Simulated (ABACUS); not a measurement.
Crystal: TiAl3.

```
Ti Al
1.0
    -1.91111    1.91111    4.28067
     1.91111   -1.91111    4.28067
     1.91111    1.91111   -4.28067
Ti Al
1 3
Cartesian
  0.0000 0.0000 0.0000
  1.9111 0.0000 2.1403
  0.0000 1.9111 2.1403
  0.0000 0.0000 4.2807
```

The cell comes from a database or a generator and needn't be the stable form of this composition.

Base run:

```yaml
Program: ABACUS 3.10.1
Functional: PBE
Potentials_or_basis: PseudoDojo NC SR 0.4.1 PBE standard
Cutoff: 1143 eV
Density_cutoff: 4572 eV
Basis: plane waves
k_mesh: 7 × 7 × 7
Occupations: fermi-dirac, width 0.05 eV
Spin: no spin polarisation
```

Its results: band gap on the k mesh none (metal or under the smearing width); pressure 1.9 GPa.

Task: The run is repeated on the same cell with these changes: cutoff from 1143 eV to 1361 eV; density cutoff from 4572 eV to 5442 eV; basis from plane waves to DZP LCAO (the cutoffs set its grid). What comes out?

Result: Band gap on the k mesh none (metal or under the smearing width); pressure 2.5 GPa.

Caveats: there are fewer bands than atomic start orbitals, so a level may be missed at k points of high symmetry (some runs); the atomic orbitals were generated for these runs and aren't a published set (some runs); the basis of atomic orbitals isn't converged, which shifts pressures, moduli and gaps (some runs).
